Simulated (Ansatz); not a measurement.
# AlBH3I: single points off equilibrium

An exercise on one series of results from a longer session: the logs are not shown, and one member is left open.

Program: Ansatz 0.2.0, Gaussian basis. Level of theory: single points in def2-TZVPP. These are calculated values, not measurements.

Cores are frozen in the correlated methods. Filled d shells of the heavier atoms are correlated. Core potentials replace the inner electrons past krypton, and spin-orbit coupling is left out.

## Starting geometry

SMILES `[BH2][AlH][I]`, 6 atoms, charge 0, spin multiplicity 1.

Atoms are counted from 1 here; the program's logs count them from 0.

Bond lengths: B1–Al2 2.065 Å, B1–H4 1.187 Å, B1–H5 1.195 Å, Al2–I3 2.553 Å, Al2–H6 1.549 Å. Angles: Al2–B1–H4 121.6°, Al2–B1–H5 125.2°, H4–B1–H5 113.1°, B1–Al2–I3 126.8°, B1–Al2–H6 124.5°, I3–Al2–H6 108.7°.

Geometry (Å):

```
atom    x (Å)    y (Å)    z (Å)
  B1  -0.8110   0.3638  -0.8367
 Al2   0.5754  -0.0386   0.6399
  I3   1.3891  -2.3398   1.3885
  H4  -1.3190  -0.5048  -1.4657
  H5  -1.1429   1.4558  -1.1919
  H6   1.2957   1.0415   1.4846
```

The first run:

File run/in.yaml:

```yaml
crystal:
  periodic: [false, false, false]
  atoms:
    - {symbol: B, position_ang: [-0.811000, 0.363800, -0.836700]}
    - {symbol: Al, position_ang: [0.575400, -0.038600, 0.639900]}
    - {symbol: I, position_ang: [1.389100, -2.339800, 1.388500]}
    - {symbol: H, position_ang: [-1.319000, -0.504800, -1.465700]}
    - {symbol: H, position_ang: [-1.142900, 1.455800, -1.191900]}
    - {symbol: H, position_ang: [1.295700, 1.041500, 1.484600]}
basis:
  gaussian: {orbitals: def2-TZVPP}
correlation: {method: ccsd_t}
output: {forces: true}
```

No record of the launch command was kept for these runs.

Steps of the session up to this table: CCSD(T)/def2-TZVPP; PBE0-D4/def2-TZVPP; wB97M-V/def2-TZVPP; r2SCAN-D4/def2-TZVPP; PBE-D4/def2-TZVPP; r2SCANh-D4/def2-TZVPP; BHLYP-D4/def2-TZVPP.

One table of the session follows, with a row left open; its other results are not shown here.

```
    method  RMS force component (eV/Å)  angle to CCSD(T) forces (°)  dipole (D)
   CCSD(T)                       0.458                    reference        1.98
   PBE0-D4                       0.427                          4.4        2.02
   wB97M-V                       0.422                          7.3        2.16
 r2SCAN-D4                       0.416                          3.7        1.92
    PBE-D4                       0.389                         14.7        1.75
r2SCANh-D4                           ?                            ?           ?
  BHLYP-D4                       0.451                         13.7        2.19
```

**Question.** Estimate the row for r2SCANh-D4.

The run gave: RMS force component (eV/Å): 0.429; angle to CCSD(T) forces (°): 2.7; dipole (D): 2.00. In the column «RMS force component (eV/Å)» it lies between PBE0-D4 (0.427) and BHLYP-D4 (0.451).
